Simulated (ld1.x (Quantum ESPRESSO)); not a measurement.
# Hf: generating and testing an ultrasoft potential

Do these settings give a usable potential? It is generated, then checked for transferability, scattering, ghosts and hardness.

Program: ld1.x (Quantum ESPRESSO) 7.5. Reference atom: PBEsol, scalar-relativistic, spherical and spin-unpolarised. All values are calculated.

## (1) The atom and the settings

The settings as typed:

- element: hafnium (Hf, Z = 72)
- type: ultrasoft
- frozen core: [Xe] 4f14
- valence charge: 4
- reference configuration: 5d2 6s2 6p0
- partial waves: 6s (bound): rcut 2.45, rcutus 3.10 bohr; 6s channel at 1.75 Ry: rcut 2.45, rcutus 3.10 bohr; 6p (bound, empty): rcut 3.15, rcutus 4.20 bohr; 6p channel at 1.2 Ry: rcut 3.15, rcutus 4.20 bohr; 5d (bound): rcut 2.65, rcutus 3.35 bohr; 5d channel at 1.6 Ry: rcut 2.65, rcutus 3.35 bohr
- local potential: all-electron potential smoothed inside 3.90 bohr (lloc = -1)
- core correction: Bessel-smoothed model core inside 2.40 bohr
- augmentation charge: built from norm-conserving waves at rcut, not smoothed further

The outer shells as boxes (Hund's rule for the drawing; the calculation is spin-unpolarised):

```
[Xe] core
4f [↑↓][↑↓][↑↓][↑↓][↑↓][↑↓][↑↓]
5d [↑ ][↑ ][  ][  ][  ]
6s [↑↓]
6p [  ][  ][  ]
```

The nodes and maxima of the atom's own shells, from an earlier all-electron run, set the scale for the radii.

All-electron outer shells of the reference configuration (PBEsol, scalar-relativistic, ld1.x):

| shell | level (eV) | outermost node (bohr) | outermost maximum (bohr) |
| --- | --- | --- | --- |
| 5p | -35.59 | 0.60 | 1.16 |
| 4f | -16.86 | – | 0.45 |
| 6s | -5.13 | 1.37 | 2.89 |
| 5d | -2.71 | 0.67 | 1.69 |
| 6p | -1.37 | 1.66 | 4.05 |

## (2) The generation run

Hf.in reads:

```
 &input
   title='Hf', zed=72., rel=1, dft='PBESOL', iswitch=3,
   config='[Xe] 4f14 5d2 6s2 6p0',
   nld=3, rlderiv=4.55, eminld=-2.0, emaxld=5.0, deld=0.02
 /
 &inputp
   pseudotype=3, tm=.true., lloc=-1, rcloc=3.90,
   nlcc=.true., new_core_ps=.true., rcore=2.40,
   file_pseudopw='Hf.UPF', file_wfcaegen='ae.wfc', file_wfcncgen='nc.wfc', file_beta='beta', file_chi='chi', file_wfcusgen='us.wfc'
 /
6
6S  1  0   2.00   0.00  2.45  3.10  0.0
6S  1  0   0.00   1.75  2.45  3.10  0.0
6P  2  1   0.00   0.00  3.15  4.20  0.0
6P  2  1   0.00   1.20  3.15  4.20  0.0
5D  3  2   2.00   0.00  2.65  3.35  0.0
5D  3  2   0.00   1.60  2.65  3.35  0.0
 &test
   configts(1)='5d2 6s2 6p0'
 /
```

Launch:

```bash
ld1.x < Hf.in > Hf.out
```

What the program wrote to Hf.out (without the banner and most projector matrices):

```text
     Program LD1 v.7.5
     --------------------------- All-electron run ----------------------------

     Hf
     scalar relativistic calculation

     atomic number is 72.00
     dft =PBESOL   lsd =0 sic =0 latt =0  beta=0.20 tr2=1.0E-14
     Exchange-correlation= PBESOL
                           (   1   4  10   8   0   0   0)
     mesh =1271 r(mesh) =  99.31870 a.u. xmin = -7.00 dx = 0.01250
     1 Ry =  13.60569312 eV, c = 137.03599908

     n l     nl                  e(Ry)          e(Ha)          e(eV)
     1 0     1S 1( 2.00)     -4796.7939     -2398.3969    -65263.7055
     2 0     2S 1( 2.00)      -820.3622      -410.1811    -11161.5962
     2 1     2P 1( 6.00)      -720.3752      -360.1876     -9801.2035
     3 0     3S 1( 2.00)      -186.9045       -93.4523     -2542.9654
     3 1     3P 1( 6.00)      -157.0399       -78.5200     -2136.6369
     4 0     4S 1( 2.00)       -37.6315       -18.8158      -512.0027
     4 1     4P 1( 6.00)       -27.8339       -13.9169      -378.6989
     3 2     3D 1(10.00)      -121.6905       -60.8453     -1655.6841
     5 0     5S 1( 2.00)        -4.9274        -2.4637       -67.0408
     5 1     5P 1( 6.00)        -2.6158        -1.3079       -35.5894
     4 2     4D 1(10.00)       -15.1783        -7.5891      -206.5111
     4 3     4F 1(14.00)        -1.2392        -0.6196       -16.8599
     5 2     5D 1( 2.00)        -0.1995        -0.0997        -2.7141
     6 0     6S 1( 2.00)        -0.3771        -0.1885        -5.1307
     6 1     6P 1( 0.00)        -0.1007        -0.0503        -1.3700

     final scf error:  6.9E-15 reached in  28 iterations

     Etot =  -30147.327533 Ry,  -15073.663767 Ha, -410175.286894 eV

     Ekin =   33034.001472 Ry,   16517.000736 Ha,  449450.486647 eV
     Encl =  -74387.071457 Ry,  -37193.535729 Ha,-1012087.666563 eV
     Eh   =   11811.775690 Ry,    5905.887845 Ha,  160707.395271 eV
     Exc  =    -606.033237 Ry,    -303.016619 Ha,   -8245.502249 eV

     normalization and overlap integrals

     s(1S/1S) =  1.000000  <r> =   0.0190  <r2> =    0.0005  r(max) =   0.0120
     s(2S/2S) =  1.000000  <r> =   0.0804  <r2> =    0.0076  r(max) =   0.0679
     s(2P/2P) =  1.000000  <r> =   0.0717  <r2> =    0.0063  r(max) =   0.0556
     s(3S/3S) =  1.000000  <r> =   0.2087  <r2> =    0.0498  r(max) =   0.1917
     s(3P/3P) =  1.000000  <r> =   0.2086  <r2> =    0.0504  r(max) =   0.1893
     s(4S/4S) =  1.000000  <r> =   0.4683  <r2> =    0.2477  r(max) =   0.4375
     s(4P/4P) =  1.000000  <r> =   0.4978  <r2> =    0.2820  r(max) =   0.4599
     s(3D/3D) =  1.000000  <r> =   0.1890  <r2> =    0.0419  r(max) =   0.1550
     s(5S/5S) =  1.000000  <r> =   1.1347  <r2> =    1.4492  r(max) =   1.0109
     s(5P/5P) =  1.000000  <r> =   1.3424  <r2> =    2.0513  r(max) =   1.1599
     s(4D/4D) =  1.000000  <r> =   0.5353  <r2> =    0.3325  r(max) =   0.4716
     s(4F/4F) =  1.000000  <r> =   0.6774  <r2> =    0.5955  r(max) =   0.4542
     s(5D/5D) =  1.000000  <r> =   2.5039  <r2> =    7.8670  r(max) =   1.6876
     s(6S/6S) =  1.000000  <r> =   3.4362  <r2> =   13.4643  r(max) =   2.8888
     s(6P/6P) =  1.000000  <r> =   5.0709  <r2> =   30.0624  r(max) =   4.0484

     ------------------------ End of All-electron run ------------------------

     --------------------- Generating US pseudopotential ---------------------

      Generating local potential from pseudized AE potential:
      Matching radius rcloc =   3.9000

      Local pseudo, rcloc= 3.948 Estimated cut-off energy=     1.57 Ry

      Computing core charge for nlcc:

       r > 2.43 : true rho core
      Core charge pseudized with two Bessel functions
      Integrated core pseudo-charge :   6.21

      Wfc   6S  rcut= 2.456  Using Troullier-Martins method
      Wfc-us  6S rcutus= 3.075  Estimated cut-off energy=     4.80 Ry

      Wfc   6S  rcut= 2.456  Using Troullier-Martins method
      Wfc-us  6S rcutus= 3.075  Estimated cut-off energy=     9.59 Ry

      Wfc   6P  rcut= 3.153  Using Troullier-Martins method
      Wfc-us  6P rcutus= 4.151  Estimated cut-off energy=     4.37 Ry

      Wfc   6P  rcut= 3.153  Using Troullier-Martins method
      Wfc-us  6P rcutus= 4.151  Estimated cut-off energy=     8.49 Ry

      Wfc   5D  rcut= 2.647  Using Troullier-Martins method
      Wfc-us  5D rcutus= 3.315  Estimated cut-off energy=    10.59 Ry

      Wfc   5D  rcut= 2.647  Using Troullier-Martins method
      Wfc-us  5D rcutus= 3.315  Estimated cut-off energy=    10.01 Ry

     ------------------- End of pseudopotential generation -------------------

     [... the all-electron block is printed once more ...]


     Computing logarithmic derivative in   4.55900
     Computing logarithmic derivative in   4.55900
     Computing the partial wave expansion
     R is outside the sphere for l=    0 j= 0.00
     R is outside the sphere for l=    0 j= 0.00
     R is outside the sphere for l=    1 j= 0.00
     R is outside the sphere for l=    1 j= 0.00
     R is outside the sphere for l=    2 j= 0.00
     R is outside the sphere for l=    2 j= 0.00

     ---------------------- Testing the pseudopotential ----------------------

     Hf
     scalar relativistic calculation

     atomic number is 72.00   valence charge is  4.00
     dft =PBESOL   lsd =0 sic =0 latt =0  beta=0.20 tr2=1.0E-14
     mesh =1271 r(mesh) =  99.31870 xmin = -7.00 dx = 0.01250

     n l     nl             e AE (Ry)        e PS (Ry)    De AE-PS (Ry)
     3 2     5D   1( 2.00)       -0.19948       -0.19948        0.00000
     1 0     6S   1( 2.00)       -0.37710       -0.37710        0.00000
     2 1     6P   1( 0.00)       -0.10069       -0.10069        0.00000

     eps = 1.8E-15  iter =  3

     Etot =  -30147.327533 Ry,  -15073.663767 Ha, -410175.286894 eV
     Etotps =   -11.686726 Ry,      -5.843363 Ha,    -159.006009 eV

     Ekin =       2.352523 Ry,       1.176262 Ha,      32.007707 eV
     Encl =     -10.707209 Ry,      -5.353605 Ha,    -145.679001 eV
     Ehrt =       4.871165 Ry,       2.435583 Ha,      66.275578 eV
     Ecxc =      -8.347494 Ry,      -4.173747 Ha,    -113.573439 eV
     (Ecc =      -5.969295 Ry,      -2.984648 Ha,     -81.216400 eV)
     Epseu=       0.144289 Ry,       0.072144 Ha,       1.963146 eV

     ---------------------- End of pseudopotential test ----------------------
```

Wall time 1.4 s (1 thread of Neoverse-V1, shared host). This counts the later configuration tests of the new file too.

All-electron and pseudo partial waves u(r) = r·R(r), from the program's wave files:

```csv
r (bohr),6p AE,6p PS,6s AE,6s PS
0.210,-0.0346,0.0045,-0.0519,0.0604
0.420,0.1087,0.0180,0.1517,0.1207
0.630,-0.0362,0.0396,-0.1238,0.1807
0.840,-0.1645,0.0684,-0.2781,0.2402
1.050,-0.1961,0.1030,-0.2351,0.2985
1.260,-0.1566,0.1419,-0.0881,0.3552
1.470,-0.0803,0.1835,0.0860,0.4090
1.680,0.0091,0.2260,0.2466,0.4591
1.890,0.0981,0.2680,0.3773,0.5040
2.100,0.1799,0.3080,0.4751,0.5425
2.310,0.2518,0.3450,0.5425,0.5733
2.520,0.3129,0.3782,0.5843,0.5953
2.730,0.3633,0.4070,0.6051,0.6076
2.940,0.4038,0.4312,0.6093,0.6095
3.150,0.4350,0.4508,0.6008,0.6008
3.360,0.4579,0.4659,0.5826,0.5826
3.570,0.4733,0.4766,0.5576,0.5576
3.780,0.4823,0.4831,0.5277,0.5277
3.990,0.4856,0.4857,0.4950,0.4950
4.200,0.4842,0.4842,0.4606,0.4606
4.410,0.4788,0.4788,0.4257,0.4257
4.620,0.4702,0.4702,0.3912,0.3912
4.830,0.4590,0.4590,0.3577,0.3577
5.040,0.4458,0.4458,0.3257,0.3257
5.250,0.4313,0.4313,0.2955,0.2955
5.460,0.4158,0.4158,0.2673,0.2673
```

## (3) Configuration tests

Hf.test.in reads:

```
 &input
   title='Hf', zed=72., rel=1, dft='PBESOL', iswitch=2,
   config='[Xe] 4f14 5d2 6s2 6p0'
 /
 &test
   file_pseudo='Hf.UPF', nconf=8,
   configts(1)='5d2 6s2 6p0',
   configts(2)='5d2 6s1 6p0',
   configts(3)='5d2 6s0 6p0',
   configts(4)='5d1 6s0 6p0',
   configts(5)='5d2 6s0 6p1',
   configts(6)='5d2 6s1.5 6p0',
   configts(7)='5d1 6s2 6p1',
   configts(8)='5d3 6s0 6p0'
 /
```

Launch:

```bash
ld1.x < Hf.test.in > Hf.test.out
```

Hf.test.out, the pseudopotential blocks:

```text
     ---------------------- Testing the pseudopotential ----------------------

     Hf
     scalar relativistic calculation

     atomic number is 72.00   valence charge is  4.00
     dft =PBESOL   lsd =0 sic =0 latt =0  beta=0.20 tr2=1.0E-14
     mesh =1271 r(mesh) =  99.31870 xmin = -7.00 dx = 0.01250

     n l     nl             e AE (Ry)        e PS (Ry)    De AE-PS (Ry)
     3 2     5D   1( 2.00)       -0.19948       -0.19948        0.00000
     1 0     6S   1( 2.00)       -0.37710       -0.37710        0.00000
     2 1     6P   1( 0.00)       -0.10069       -0.10069        0.00000

     eps = 4.6E-15  iter =  3

     Etot =  -30147.327533 Ry,  -15073.663767 Ha, -410175.286894 eV
     Etotps =   -11.686726 Ry,      -5.843363 Ha,    -159.006007 eV

     Ekin =       2.352523 Ry,       1.176262 Ha,      32.007708 eV
     Encl =     -10.707209 Ry,      -5.353605 Ha,    -145.679000 eV
     Ehrt =       4.871165 Ry,       2.435583 Ha,      66.275578 eV
     Ecxc =      -8.347494 Ry,      -4.173747 Ha,    -113.573439 eV
     (Ecc =      -5.969295 Ry,      -2.984648 Ha,     -81.216400 eV)
     Epseu=       0.144289 Ry,       0.072144 Ha,       1.963146 eV

     ---------------------- End of pseudopotential test ----------------------

     ---------------------- Testing the pseudopotential ----------------------

     Hf
     scalar relativistic calculation

     atomic number is 72.00   valence charge is  4.00
     dft =PBESOL   lsd =0 sic =0 latt =0  beta=0.20 tr2=1.0E-14
     mesh =1271 r(mesh) =  99.31870 xmin = -7.00 dx = 0.01250

     n l     nl             e AE (Ry)        e PS (Ry)    De AE-PS (Ry)
     3 2     5D   1( 2.00)       -0.67976       -0.68915        0.00939  !
     1 0     6S   1( 1.00)       -0.80898       -0.81484        0.00586  !
     2 1     6P   1( 0.00)       -0.46543       -0.46836        0.00293

     eps = 9.0E-15  iter = 11

     Etot =  -30146.738930 Ry,  -15073.369465 Ha, -410167.278537 eV
     Etotps =   -11.095633 Ry,      -5.547816 Ha,    -150.963777 eV
     dEtot_ae =       0.588603 Ry
     dEtot_ps =       0.591093 Ry,   Delta E=      -0.002490 Ry

     Ekin =       2.340908 Ry,       1.170454 Ha,      31.849679 eV
     Encl =      -8.608135 Ry,      -4.304068 Ha,    -117.119647 eV
     Ehrt =       3.130261 Ry,       1.565131 Ha,      42.589373 eV
     Ecxc =      -7.992535 Ry,      -3.996267 Ha,    -108.743975 eV
     (Ecc =      -5.969295 Ry,      -2.984648 Ha,     -81.216400 eV)
     Epseu=       0.033868 Ry,       0.016934 Ha,       0.460793 eV

     ---------------------- End of pseudopotential test ----------------------

     ---------------------- Testing the pseudopotential ----------------------

     Hf
     scalar relativistic calculation

     atomic number is 72.00   valence charge is  4.00
     dft =PBESOL   lsd =0 sic =0 latt =0  beta=0.20 tr2=1.0E-14
     mesh =1271 r(mesh) =  99.31870 xmin = -7.00 dx = 0.01250

     n l     nl             e AE (Ry)        e PS (Ry)    De AE-PS (Ry)
     3 2     5D   1( 2.00)       -1.22693       -1.25675        0.02982  !
     1 0     6S   1( 0.00)       -1.27842       -1.30152        0.02310  !
     2 1     6P   1( 0.00)       -0.87096       -0.88596        0.01500  !

     eps = 1.4E-16  iter =  7

     Etot =  -30145.698005 Ry,  -15072.849003 Ha, -410153.116035 eV
     Etotps =   -10.041042 Ry,      -5.020521 Ha,    -136.615337 eV
     dEtot_ae =       1.629528 Ry
     dEtot_ps =       1.645684 Ry,   Delta E=      -0.016156 Ry

     Ekin =       2.197957 Ry,       1.098978 Ha,      29.904723 eV
     Encl =      -6.186790 Ry,      -3.093395 Ha,     -84.175567 eV
     Ehrt =       1.653999 Ry,       0.826999 Ha,      22.503798 eV
     Ecxc =      -7.577003 Ry,      -3.788502 Ha,    -103.090379 eV
     (Ecc =      -5.969295 Ry,      -2.984648 Ha,     -81.216400 eV)
     Epseu=      -0.129204 Ry,      -0.064602 Ha,      -1.757912 eV

     ---------------------- End of pseudopotential test ----------------------
```

5 tests gave no usable energy difference (5d1 6s0 6p0; 5d2 6s0 6p1; 5d2 6s1.5 6p0; 5d1 6s2 6p1; others); the test run stopped with "negative rho".

Excitation and ionisation energies from 5d2 6s2 6p0, with the error of the potential.

```csv
valence configuration,charge,ΔE all-electron (eV),error AE − PS (meV)
5d2 6s1 6p0,+1,8.008,-34
5d2 6s0 6p0,+2,22.171,-220
```

## (4) Does it scatter like the atom?

Taken from the files of the generation run. The phase is arctan(r·u′/u) with u = r·R, unwrapped, with energies in Ry. A pole is an energy at which the radial function vanishes at the test radius. The pseudo phase is shifted by a multiple of π to meet the all-electron one at the reference energy. Levels narrower than the energy grid can be missing from the poles. The last column is the largest difference on the grid between −1 and +1 Ry.

| channel | radius (bohr) | reference (Ry) | poles AE | poles PS | window around the reference with phases within 0.05 rad (Ry) | largest difference near zero (rad) |
| --- | --- | --- | --- | --- | --- | --- |
| s | 4.56 | -0.38 | -0.12, 2.35 | -0.12, 2.36 | below 3.7 | 0.016 |
| p | 4.56 | -0.10 | 0.47, 3.17 | 0.47, 2.93, 4.67 | below 3.1 | 0.001 |
| d | 4.56 | -0.20 | -0.12, 1.62, 4.64 | -0.12, 2.42, 4.61 | below 0.1 | 1.309 |

Phases (rad) along the scan:

```csv
E (Ry),d AE,d PS,s AE,s PS
-2.00,1.414,1.415,1.397,1.397
-1.52,1.391,1.393,1.361,1.361
-1.04,1.350,1.355,1.280,1.280
-0.56,1.244,1.257,0.651,0.651
-0.08,-1.655,-1.635,-1.599,-1.599
0.40,-2.199,-1.963,-1.828,-1.829
0.88,-4.293,-2.984,-2.654,-2.670
1.36,-4.643,-4.372,-4.412,-4.414
1.84,-4.758,-4.600,-4.626,-4.625
2.32,-4.874,-4.696,-4.708,-4.707
2.80,-5.307,-4.781,-4.768,-4.765
3.28,-7.490,-5.142,-4.844,-4.835
3.76,-7.739,-7.695,-5.044,-4.990
4.24,-7.815,-7.816,-6.994,-6.354
4.72,-7.861,-7.863,-7.663,-7.602
```

## (5) Cutoff and ghost test in a Bessel basis

A separate test, outside the generator: the pseudo-atom's Hamiltonian at the reference potential is diagonalised in spherical Bessel functions j_l(qr) that vanish at 20 bohr, with q² up to the cutoff.

Even at 400 Ry an occupied level stays 249 mRy from its reference, so no cutoffs are read; the levels have long settled, so the basis size isn't the cause: the level found isn't the valence state, or the test fails for this file. The ghost test is not conclusive.

## (6) What came out

| quantity | value |
| --- | --- |
| cutoffs | not determined |
| bound ghosts | not determined |
| largest test error (AE − PS) | -220 meV, for 5d2 6s0 6p0 (5 tests unsolved) |
| largest phase difference near zero energy, channels read | 1.309 rad |
| lowest eigenvalue of the overlap (Bessel basis) | 0.625 (p) |

The worst unpolarised test, 5d2 6s0 6p0, is off by 220 meV on 22.2 eV; by total energies transferability rates as poor. The test run broke off, so later configurations gave nothing; the verdict rests on few tests. Even at 400 Ry an occupied level stays 249 mRy from its reference, so no cutoffs are read; the levels have long settled, so the basis size isn't the cause: the level found isn't the valence state, or the test fails for this file. Ghosts could not be judged. Near zero energy the largest phase difference among the channels read is 1.31 rad, in the d channel.
